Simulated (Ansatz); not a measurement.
**Alloy of GaN and AlN (12 of 48 Ga sites exchanged), 96 atoms**

How does this alloy cell relax, and what gap do PBEsol and r²SCAN give?

Method: density functional theory in Ansatz 0.2.0, PAW datasets, plane waves.

## Step 1: The system as built

96 atoms (12 Al, 36 Ga, 48 N); a = 9.497 Å, b = 10.966 Å, c = 10.270 Å, α = 90.00°, β = 90.00°, γ = 90.00°. All atoms were shaken off their sites by about 0.02 Å along each axis; atoms next to an added one may be pushed further to make room.

Plan of the steps: (2) PBEsol cell relaxation at the single k point (¼, ¼, ¼), on 1 × NVIDIA H100 80GB HBM3 with 4 threads of AMD EPYC 7R13; (3) r²SCAN single point at the single k point (¼, ¼, ¼), on 1 × NVIDIA H100 80GB HBM3 with 4 threads of AMD EPYC 7R13.

## Step 2: Relaxing cell and atoms with PBEsol

in.yaml reads:

```yaml
crystal:
  lattice:
    - [9.496540, 0.000000, 0.000000]
    - [0.000000, 10.965660, 0.000000]
    - [0.000000, 0.000000, 10.270191]
  atoms:
    - { symbol: Al, position: [0.165291, 0.085775, 0.248081] }
    - { symbol: Al, position: [0.002027, 0.334893, 0.248744] }
    - { symbol: Al, position: [0.332217, 0.331992, 0.748101] }
    - { symbol: Al, position: [0.166847, 0.584553, 0.249927] }
    - { symbol: Al, position: [0.667958, 0.336046, 0.749076] }
    - { symbol: Al, position: [0.834942, 0.584143, 0.751240] }
    - { symbol: Al, position: [0.335664, 0.170303, 0.999036] }
    - { symbol: Al, position: [0.166426, 0.418070, 0.001104] }
    - { symbol: Al, position: [0.663677, 0.167028, 0.001329] }
    - { symbol: Al, position: [0.333035, 0.663616, 0.001176] }
    - { symbol: Al, position: [0.668108, 0.664786, 0.500326] }
    - { symbol: Al, position: [0.500872, 0.914566, 0.998686] }
    - { symbol: Ga, position: [0.165132, 0.084365, 0.753371] }
    - { symbol: Ga, position: [0.000905, 0.332273, 0.749990] }
    - { symbol: Ga, position: [0.499109, 0.083420, 0.248315] }
    - { symbol: Ga, position: [0.498715, 0.082655, 0.749084] }
    - { symbol: Ga, position: [0.330638, 0.327715, 0.248118] }
    - { symbol: Ga, position: [0.168464, 0.581601, 0.751366] }
    - { symbol: Ga, position: [0.997795, 0.834863, 0.247231] }
    - { symbol: Ga, position: [0.996925, 0.835875, 0.749606] }
    - { symbol: Ga, position: [0.833332, 0.086076, 0.247050] }
    - { symbol: Ga, position: [0.834093, 0.084617, 0.746146] }
    - { symbol: Ga, position: [0.668783, 0.333958, 0.250185] }
    - { symbol: Ga, position: [0.500354, 0.583411, 0.246139] }
    - { symbol: Ga, position: [0.499784, 0.578778, 0.753420] }
    - { symbol: Ga, position: [0.330819, 0.830434, 0.248378] }
    - { symbol: Ga, position: [0.333570, 0.831526, 0.748802] }
    - { symbol: Ga, position: [0.832884, 0.582684, 0.249778] }
    - { symbol: Ga, position: [0.665613, 0.830165, 0.251574] }
    - { symbol: Ga, position: [0.667914, 0.834453, 0.748068] }
    - { symbol: Ga, position: [0.999262, 0.167544, 0.501551] }
    - { symbol: Ga, position: [0.998999, 0.163680, 0.999761] }
    - { symbol: Ga, position: [0.334235, 0.165290, 0.500380] }
    - { symbol: Ga, position: [0.168551, 0.417282, 0.499648] }
    - { symbol: Ga, position: [0.998998, 0.667758, 0.502752] }
    - { symbol: Ga, position: [0.000661, 0.667950, 0.000781] }
    - { symbol: Ga, position: [0.667949, 0.167892, 0.499800] }
    - { symbol: Ga, position: [0.500251, 0.415258, 0.501800] }
    - { symbol: Ga, position: [0.499545, 0.418385, 0.001723] }
    - { symbol: Ga, position: [0.329700, 0.663303, 0.501773] }
    - { symbol: Ga, position: [0.164264, 0.913527, 0.500378] }
    - { symbol: Ga, position: [0.166737, 0.918744, 0.999085] }
    - { symbol: Ga, position: [0.829374, 0.418598, 0.502513] }
    - { symbol: Ga, position: [0.834186, 0.412340, 0.001127] }
    - { symbol: Ga, position: [0.666771, 0.666406, 0.998053] }
    - { symbol: Ga, position: [0.500257, 0.919421, 0.495643] }
    - { symbol: Ga, position: [0.833203, 0.917433, 0.499882] }
    - { symbol: Ga, position: [0.835075, 0.918924, 0.000460] }
    - { symbol: N, position: [0.002736, 0.167702, 0.187978] }
    - { symbol: N, position: [0.998258, 0.168705, 0.687354] }
    - { symbol: N, position: [0.333987, 0.168341, 0.189101] }
    - { symbol: N, position: [0.332332, 0.167387, 0.689790] }
    - { symbol: N, position: [0.167308, 0.418179, 0.189491] }
    - { symbol: N, position: [0.169628, 0.415557, 0.686914] }
    - { symbol: N, position: [0.003127, 0.667164, 0.191164] }
    - { symbol: N, position: [0.001567, 0.667645, 0.686091] }
    - { symbol: N, position: [0.668815, 0.168950, 0.188091] }
    - { symbol: N, position: [0.668314, 0.164590, 0.686772] }
    - { symbol: N, position: [0.500122, 0.415381, 0.189682] }
    - { symbol: N, position: [0.502388, 0.415826, 0.689012] }
    - { symbol: N, position: [0.335219, 0.661698, 0.189067] }
    - { symbol: N, position: [0.335052, 0.668753, 0.685400] }
    - { symbol: N, position: [0.169179, 0.914644, 0.189344] }
    - { symbol: N, position: [0.167119, 0.914556, 0.687606] }
    - { symbol: N, position: [0.837178, 0.417674, 0.188017] }
    - { symbol: N, position: [0.834537, 0.415085, 0.688643] }
    - { symbol: N, position: [0.668540, 0.664339, 0.191841] }
    - { symbol: N, position: [0.670036, 0.666469, 0.687594] }
    - { symbol: N, position: [0.499826, 0.917005, 0.185667] }
    - { symbol: N, position: [0.499320, 0.914463, 0.688017] }
    - { symbol: N, position: [0.834148, 0.915856, 0.186198] }
    - { symbol: N, position: [0.831836, 0.914759, 0.686404] }
    - { symbol: N, position: [0.164736, 0.085071, 0.438955] }
    - { symbol: N, position: [0.167294, 0.082612, 0.938340] }
    - { symbol: N, position: [0.001319, 0.334630, 0.437506] }
    - { symbol: N, position: [0.997130, 0.333059, 0.942354] }
    - { symbol: N, position: [0.502154, 0.082705, 0.442258] }
    - { symbol: N, position: [0.499139, 0.083761, 0.935210] }
    - { symbol: N, position: [0.330501, 0.335618, 0.436644] }
    - { symbol: N, position: [0.332200, 0.337503, 0.942305] }
    - { symbol: N, position: [0.166035, 0.584846, 0.433283] }
    - { symbol: N, position: [0.166376, 0.581268, 0.939262] }
    - { symbol: N, position: [0.998052, 0.834931, 0.437809] }
    - { symbol: N, position: [0.002556, 0.832374, 0.941761] }
    - { symbol: N, position: [0.837526, 0.083334, 0.441789] }
    - { symbol: N, position: [0.834241, 0.083590, 0.939442] }
    - { symbol: N, position: [0.664982, 0.331020, 0.438218] }
    - { symbol: N, position: [0.667044, 0.335240, 0.935164] }
    - { symbol: N, position: [0.501076, 0.583717, 0.437807] }
    - { symbol: N, position: [0.498679, 0.580225, 0.939241] }
    - { symbol: N, position: [0.335885, 0.835761, 0.439029] }
    - { symbol: N, position: [0.330016, 0.830908, 0.940278] }
    - { symbol: N, position: [0.832263, 0.584513, 0.440005] }
    - { symbol: N, position: [0.834403, 0.580894, 0.938898] }
    - { symbol: N, position: [0.668193, 0.833581, 0.438022] }
    - { symbol: N, position: [0.666340, 0.834271, 0.940814] }
  symmetry: { detect: false }
kpoints:
  mp_grid: { grid: [1, 1, 1], shift: [0.25, 0.25, 0.25] }
hamiltonian:
  xc: pbesol
scf:
  occupations: { method: fermi_dirac, width: 0.01 }
relax:
  f_tol: 0.03
  max_steps: 80
  escape_saddle: false
  adjacent_minimum: "off"
  cell: { fix: [alpha, beta, gamma] }
output:
  forces: true
  eigenvalues: true
  populations: true
```

The run is started by

```
ansatz run in.yaml --threads 4 --pin off --max-ram 61750MiB --runs-dir r --events-out ev --progress --plain --backend cuda --devices 0, --max-vram 37GiB
```

The log of the run:

```text
Pseudopotentials: kind: paw
Functional definition: PBEsol
  exchange = pbesol_x
  correlation = pbesol_c
Crystal: 96 atoms, lattice volume = 1069.495 Å³
Basis set: ecut = 420 eV, 20957 PW (Γ), exchange–correlation on 128×150×144 points (8 copies of the dense FFT grid, shifted against one another)
Bands: 468, of which v1, the nominal top of the filled ones, is band 372 counted from 1 (371 counted from 0)
Symmetry: 1 space group operations
k-points: 1
Non-local potential: Al, projectors of the file, l = 0: 2, l = 1: 2, l = 2: 1
Non-local potential: Ga, projectors of the file, l = 0: 2, l = 1: 2, l = 2: 3, l = 3: 1
Non-local potential: N, projectors of the file, l = 0: 2, l = 1: 2, l = 2: 1
PAW form: soft (Blöchl's): semilocal exchange-correlation on the pseudo side does not see the compensation charge
PAW frozen core: Al, regenerated for the run's functional, and the local potential with it (the file was generated under x = pbe(κ = 0.804, μ = 0.2195149727645171), c = pbe(β = 0.06672455060314922))
PAW frozen core: Ga, regenerated for the run's functional, and the local potential with it (the file was generated under x = pbe(κ = 0.804, μ = 0.2195149727645171), c = pbe(β = 0.06672455060314922))
PAW frozen core: N, regenerated for the run's functional, and the local potential with it (the file was generated under x = pbe(κ = 0.804, μ = 0.2195149727645171), c = pbe(β = 0.06672455060314922))
PAW one-centre angular grid: Al, 110 points (default); XC on 64 Gauss nodes
PAW one-centre angular grid: Ga, 590 points (default); XC on 64 Gauss nodes
PAW one-centre angular grid: N, 110 points (default); XC on 64 Gauss nodes
Initial density: superposition of atomic densities (neutral atoms: chi_scale 0, normalization atom), corrected by the library's trained network
Initial wavefunctions: pseudopotential atomic-orbital guess
Functional: x = pbesol(κ = 0.804, μ = 0.12345679012345678), c = pbesol(β = 0.046)
SCF iter   1: F=—  HF=-159292.427422 eV  |F-HF|=—  |Δ(HF+E_count)|=         —  Δρ=1.21e-2  dr2=1.57e0  ethr=1.77e-3  ⟨swp⟩=6.0  Hψ=1796  notcnv=0  defer=4
preconditioner: auto → Resta (q_TF=auto, 2.568 Å⁻¹)  ε∞=4.7  [insulator: Δε(μ)=3.318 eV  Ē_g=16.119 eV  σ=0.010 eV  W_gap=1.00  n_scr=298 (ndim 8)  ℏωp=31.0 eV  f_vac=0.000  D(μ)=0.00/eV (n_scr^D=0)  ε∞_Penn≈4.7]
SCF iter   2: F=—  HF=-159291.979398 eV  |F-HF|=—  |Δ(HF+E_count)|=   4.48e-1  Δρ=1.89e-3  dr2=4.20e-2  ethr=2.11e-4  ⟨swp⟩=2.0  Hψ=665  notcnv=0  defer=89
SCF iter   3: F=—  HF=-159291.973355 eV  |F-HF|=—  |Δ(HF+E_count)|=   6.04e-3  Δρ=9.06e-4  dr2=8.70e-3  ethr=5.65e-6  ⟨swp⟩=2.0  Hψ=530  notcnv=0  defer=89
SCF iter   4: F=—  HF=-159291.973710 eV  |F-HF|=—  |Δ(HF+E_count)|=   3.55e-4  Δρ=2.56e-4  dr2=6.58e-4  ethr=1.17e-6  ⟨swp⟩=3.0  Hψ=758  notcnv=0  defer=89
SCF iter   5: F=—  HF=-159291.971648 eV  |F-HF|=—  |Δ(HF+E_count)|=   2.06e-3  Δρ=1.12e-4  dr2=9.56e-5  ethr=8.85e-8  ⟨swp⟩=2.0  Hψ=749  notcnv=0  defer=89
SCF iter   6: F=—  HF=-159291.972605 eV  |F-HF|=—  |Δ(HF+E_count)|=   9.57e-4  Δρ=3.02e-5  dr2=9.82e-6  ethr=1.28e-8  ⟨swp⟩=2.0  Hψ=750  notcnv=0  defer=89
SCF iter   7: F=—  HF=-159291.972604 eV  |F-HF|=—  |Δ(HF+E_count)|=   6.40e-7  Δρ=1.08e-5  dr2=1.06e-6  ethr=1.32e-9  ⟨swp⟩=2.0  Hψ=749  notcnv=0  defer=89
SCF iter   8: F=-159291.972604 eV  HF=-159291.972604 eV  |F-HF|=5.24e-8  |Δ(HF+E_count)|=   1.44e-7  Δρ=2.70e-6  dr2=6.98e-8  ethr=1.34e-11  ⟨swp⟩=10.0  Hψ=2658  notcnv=0
SCF 1 converged in 8 iterations: F = -159291.972604 eV  dr2 = 6.98e-8
relax step   1: F+E_penalty+E_count = -159291.97260429 eV  Δ(F+E_penalty+E_count) = +0.000e0 eV  max|allowed force component| = 1.695e0 eV/Å  Δτ_max = 0.0000 Å  P = +0.593 GPa  Ω = 1069.495 Å³  fix = [alpha, beta, gamma]  reactions: alpha -0.043, beta -0.317, gamma +0.401 GPa/rad  (8 SCF iters, dr2 threshold 1.00e-7 eV, accepted)
[... 13 lines left out ...]
relax step   2: F+E_penalty+E_count = -159293.24252225 eV  Δ(F+E_penalty+E_count) = -1.270e0 eV  max|allowed force component| = 8.020e-1 eV/Å  Δτ_max = 0.0605 Å  P = +0.053 GPa  Ω = 1070.473 Å³  energy of the carried Pulay correction = -3.193e-3 eV  fix = [alpha, beta, gamma]  reactions: alpha -0.004, beta -0.210, gamma +0.259 GPa/rad  (6 SCF iters, dr2 threshold 9.60e-6 eV, accepted)
[... 7 lines left out ...]
relax step   3: F+E_penalty+E_count = -159293.70296051 eV  Δ(F+E_penalty+E_count) = -4.604e-1 eV  max|allowed force component| = 3.442e-2 eV/Å  Δτ_max = 0.0450 Å  P = +0.002 GPa  Ω = 1069.789 Å³  energy of the carried Pulay correction = -9.600e-4 eV  fix = [alpha, beta, gamma]  reactions: alpha +0.013, beta +0.005, gamma -0.043 GPa/rad  (6 SCF iters, dr2 threshold 9.60e-6 eV, accepted)
[... 10 lines left out ...]
relax step   4: F+E_penalty+E_count = -159293.70380831 eV  Δ(F+E_penalty+E_count) = -8.478e-4 eV  max|allowed force component| = 1.061e-2 eV/Å  Δτ_max = 0.0029 Å  P = +0.001 GPa  Ω = 1069.788 Å³  energy of the carried Pulay correction = -9.570e-4 eV  fix = [alpha, beta, gamma]  reactions: alpha +0.017, beta +0.011, gamma -0.035 GPa/rad  (6 SCF iters, dr2 threshold 7.40e-8 eV, accepted)
[... 9 lines left out ...]
relax step   5: F+E_penalty+E_count = -159293.70361897 eV  Δ(F+E_penalty+E_count) = +1.893e-4 eV  max|allowed force component| = 1.062e-2 eV/Å  Δτ_max = 0.0000 Å  P = +0.004 GPa  Ω = 1069.788 Å³  fix = [alpha, beta, gamma]  reactions: alpha +0.020, beta +0.008, gamma -0.037 GPa/rad  stress off target by 8.57e-3 GPa on what of the cell is left free  SCF on the basis re-selected at this cell (its en [...]
SCF converged after 5 iterations
Free energy (F): -159293.703619 eV
Harris-Foulkes:  -159293.703619 eV  (|F-HF|=5.53e-10)
Internal energy: -159293.703619 eV  (E = F + TS)
E sigma→0 (E₀):  -159293.703619 eV
Fermi energy:    10.581577 eV
--- Per-component energies (eV) ---
  E_band       = -220.780189
  E_kinetic    = 10787.207133
  E_local      = -81305.579545  (includes V_loc(G=0)·N_el)
  E_nonlocal   = 17787.900068
  E_hartree    = 37319.500939
  E_xc         = -5805.275257
  E_vxc        = -6109.038571  (∫ρ·V_xc dr)
  E_paw        = -81670.722758  (= ΣΔE_a)
  E_vpaw       = -16020.272974  (= ΣTr[D̂ρ^β])
  E_aug_tail   = 0.002099  (compensation charges beyond the density's cutoff)
  E_ewald      = -56439.381911
  E_core_change = 32.645613  (= ΣΔE_core)
  E_smearing   = -0.000000  (= −TS)
  E_closure    = -0.000000  (closes the sum)
  Σ components = -159293.703619   (vs F -159293.703619, Δ=0.00e0)
--- Forces (eV/Å), atoms counted from 1 ---
  atom   1  Al     0.00016783    -0.00487898    -0.00076106
  atom   2  Al     0.00078611     0.00136041    -0.00285560
  atom   3  Al    -0.00160409    -0.00154810    -0.00158499
  atom   4  Al    -0.00030202     0.00133370    -0.00323875
  atom   5  Al     0.00280436    -0.00223143     0.00059708
  atom   6  Al     0.00130598     0.00541976    -0.00007001
  atom   7  Al    -0.00260208    -0.00331745     0.00937175
  atom   8  Al    -0.00281127     0.00375192     0.01062439
  atom   9  Al     0.00275477    -0.00211060     0.00675522
  atom  10  Al    -0.00220675     0.00301411     0.00935351
  atom  11  Al     0.00181357     0.00336801    -0.00802013
  atom  12  Al    -0.00045439    -0.00361874     0.00796741
  atom  13  Ga    -0.00201192    -0.00418201     0.00127358
  atom  14  Ga    -0.00101671    -0.00150142     0.00145043
  atom  15  Ga     0.00029558    -0.00354994     0.00047853
  atom  16  Ga     0.00018457    -0.00416190    -0.00045450
  atom  17  Ga    -0.00168099    -0.00029812    -0.00108477
  atom  18  Ga    -0.00154544     0.00531600     0.00100091
  atom  19  Ga     0.00111186     0.00026911    -0.00047293
  atom  20  Ga     0.00002135     0.00113671     0.00117925
  atom  21  Ga     0.00056421    -0.00332928    -0.00033993
  atom  22  Ga     0.00184045    -0.00476201     0.00057069
  atom  23  Ga     0.00131404    -0.00060054    -0.00109236
  atom  24  Ga    -0.00056855     0.00408577    -0.00006493
  atom  25  Ga     0.00121073     0.00558437     0.00049244
  atom  26  Ga    -0.00030915    -0.00002715    -0.00036944
  atom  27  Ga    -0.00123772     0.00096047     0.00111094
  atom  28  Ga     0.00140381     0.00344823     0.00005016
  atom  29  Ga    -0.00006991     0.00079224    -0.00079777
  atom  30  Ga     0.00173966     0.00078058     0.00177767
  atom  31  Ga    -0.00030914    -0.00234436    -0.00293419
  atom  32  Ga    -0.00033313    -0.00177210     0.00486230
  atom  33  Ga    -0.00007577    -0.00245011    -0.00490321
  atom  34  Ga    -0.00081308     0.00329538    -0.00539816
  atom  35  Ga    -0.00052481     0.00219463    -0.00544158
  atom  36  Ga    -0.00060972     0.00280095     0.00734935
  atom  37  Ga     0.00146870    -0.00309502    -0.00492449
  atom  38  Ga    -0.00055143     0.00227760    -0.00701854
  atom  39  Ga     0.00151542     0.00175024     0.00608266
  atom  40  Ga    -0.00128680     0.00229736    -0.00543911
  atom  41  Ga    -0.00084328    -0.00307205    -0.00535075
  atom  42  Ga    -0.00160409    -0.00222510     0.00641818
  atom  43  Ga     0.00153414     0.00436568    -0.00691246
  atom  44  Ga     0.00219778     0.00293703     0.00676710
  atom  45  Ga     0.00235019     0.00214052     0.00750782
  atom  46  Ga     0.00063822    -0.00365169    -0.00526495
  atom  47  Ga     0.00037232    -0.00269331    -0.00340625
  atom  48  Ga     0.00162019    -0.00217140     0.00569191
  atom  49  N      0.00003609     0.00179800    -0.00316151
  atom  50  N      0.00032071     0.00143990     0.00158081
  atom  51  N      0.00070382     0.00146551    -0.00298423
  atom  52  N      0.00085708     0.00124844     0.00200455
  atom  53  N      0.00049349    -0.00145963    -0.00074012
  atom  54  N      0.00055479    -0.00175270     0.00234885
  atom  55  N      0.00041279    -0.00239329    -0.00280862
  atom  56  N      0.00008904    -0.00255793     0.00386950
  atom  57  N     -0.00099409     0.00108862    -0.00303151
  atom  58  N     -0.00075266     0.00269089     0.00170250
  atom  59  N      0.00010523    -0.00123293    -0.00258657
  atom  60  N     -0.00040587    -0.00128068     0.00299108
  atom  61  N      0.00051928    -0.00225567    -0.00311590
  atom  62  N      0.00011202    -0.00246494     0.00287465
  atom  63  N      0.00060296     0.00349585    -0.00235371
  atom  64  N      0.00084441     0.00191686     0.00191734
  atom  65  N     -0.00037244    -0.00279678    -0.00207772
  atom  66  N     -0.00040340    -0.00319558     0.00260764
  atom  67  N     -0.00092015    -0.00123898    -0.00253389
  atom  68  N     -0.00103639    -0.00323305     0.00221766
  atom  69  N     -0.00004196     0.00217798    -0.00373403
  atom  70  N     -0.00018057     0.00227005     0.00250214
  atom  71  N     -0.00047712     0.00117589    -0.00140484
  atom  72  N     -0.00041879     0.00186771     0.00141958
  atom  73  N      0.00037135     0.00233322     0.00120586
  atom  74  N      0.00095640     0.00368633    -0.00376218
  atom  75  N     -0.00026863     0.00013528     0.00214317
  atom  76  N     -0.00017546     0.00041955    -0.00446987
  atom  77  N     -0.00060982     0.00228278     0.00168183
  atom  78  N     -0.00087312     0.00317375    -0.00483476
  atom  79  N      0.00071332     0.00022155     0.00171531
  atom  80  N      0.00059411     0.00005238    -0.00466790
  atom  81  N      0.00024112    -0.00202380     0.00206715
  atom  82  N      0.00075205    -0.00204677    -0.00460454
  atom  83  N     -0.00038553    -0.00040175     0.00285734
  atom  84  N     -0.00022862    -0.00073605    -0.00276234
  atom  85  N     -0.00076840     0.00259568     0.00103988
  atom  86  N     -0.00179682     0.00329337    -0.00291067
  atom  87  N     -0.00072998     0.00051051     0.00316323
  atom  88  N     -0.00168402    -0.00012870    -0.00371215
  atom  89  N      0.00093227    -0.00232995     0.00375450
  atom  90  N      0.00035236    -0.00366285    -0.00525472
  atom  91  N      0.00021787     0.00029924     0.00261554
  atom  92  N      0.00131587    -0.00027698    -0.00346523
  atom  93  N     -0.00187610    -0.00168945     0.00400262
  atom  94  N     -0.00047643    -0.00230692    -0.00428935
  atom  95  N     -0.00082896    -0.00082293     0.00311046
  atom  96  N     -0.00103729    -0.00043590    -0.00258863
  max |Σ_I F_I| component: 7.06e-5 eV/Å
--- Stress (GPa, compression-positive) ---
        0.001065       0.036736      -0.008033
        0.036736       0.003564      -0.020350
       -0.008033      -0.020350       0.008575
  P = ⅓ Tr σ = 0.0044 GPa (0.044 kbar)
--- Band table (eV) ---
  k-point 0: bands = [... 360 lower levels ..., "8.1384", "8.1643", "8.1726", "8.2781", "8.3404", "8.4367", "8.5033", "8.5112", "8.5571", "8.5589", "8.8020", "8.8764", "12.2868", "13.2875", "13.3733", "13.4880", "13.5267", "13.5753", "13.6326", "13.8913", "13.9344", "13.9673", "14.0338", "14.0917", ... 84 higher levels ...]
--- Relaxed structure (4 steps of the walk, 4 accepted, 1 SCFs on fresh bases) ---
  F+E_penalty+E_count = -159293.70361897 eV   max|allowed force component| = 1.062e-2 eV/Å   (the final SCF, on the basis selected at the relaxed cell)
  cell:  # Å, volume = 1069.7881 Å³
    - [9.490056103124568, -3.3937047280906986e-144, 3.4541544326544644e-144]
    - [-3.918712729966393e-144, 10.96112687523495, -2.437639534280291e-144]
    - [3.7355527136049543e-144, -2.283038467927114e-144, 10.28427701525987]
  atoms:
    - { symbol: Al, position: [0.16714913041261253, 0.0845923625352661, 0.24853215563758896] }
    - { symbol: Al, position: [0.0014451174607391804, 0.33424006338387424, 0.2481417157625489] }
[... 94 atoms left out; the next input holds them all, rounded ...]
--- Löwdin populations: 96 sites ---
  site symbol       q [e]
     0     Al      1.8988
     1     Al      1.9038
[... 94 atoms left out ...]
  spilling = 0.002819 (of n_electrons = 744.000000)
```

Run time: 30 s. Hardware: 1 × NVIDIA H100 80GB HBM3 with 4 threads of AMD EPYC 7R13, shared host; peak host memory 1.5 GiB.

Step by step (solves on a freshly chosen basis count as rows, and their energies jump a little):

```csv
accepted step,energy change (eV),largest force component (eV/Å),SCF cycles,pressure (GPa)
1,0.000,1.695,8,0.59
2,-1.270,0.802,6,0.05
3,-1.730,0.034,6,0.00
4,-1.731,0.011,6,0.00
5,-1.731,0.011,5,0.00
```

Largest shifts, less the median shift:

```
atom  shift (Å)      dx      dy      dz
 N80      0.096  -0.029  -0.073  -0.055
 N78      0.086   0.003  -0.003   0.086
 N76      0.079   0.068   0.032  -0.024
 N58      0.078  -0.016   0.066   0.039
 N63      0.075  -0.025   0.070   0.008
 N56      0.073  -0.038  -0.046   0.042
 N51      0.073  -0.041  -0.032  -0.051
 N92      0.072   0.069   0.002   0.020
```

|  | before | after | change |
| --- | --- | --- | --- |
| a (Å) | 9.497 | 9.490 | -0.07 % |
| b (Å) | 10.966 | 10.961 | -0.04 % |
| c (Å) | 10.270 | 10.284 | +0.14 % |
| volume (Å³/atom) | 11.141 | 11.144 | +0.03 % |

Bond lengths by pair after relaxation (within a distance cut, which drops stretched bonds):

| pair | count | mean (Å) | spread (Å) | least | most |
| --- | --- | --- | --- | --- | --- |
| Al–N | 48 | 1.900 | 0.006 | 1.889 | 1.914 |
| Ga–N | 144 | 1.946 | 0.006 | 1.935 | 1.966 |

At the single k point (¼, ¼, ¼) the filled levels end at 8.876 eV and the empty ones begin at 12.287 eV, a spacing of 3.41 eV. This point lies off Γ, so the spacing can exceed the gap by much.

[end of part 1 of 2]
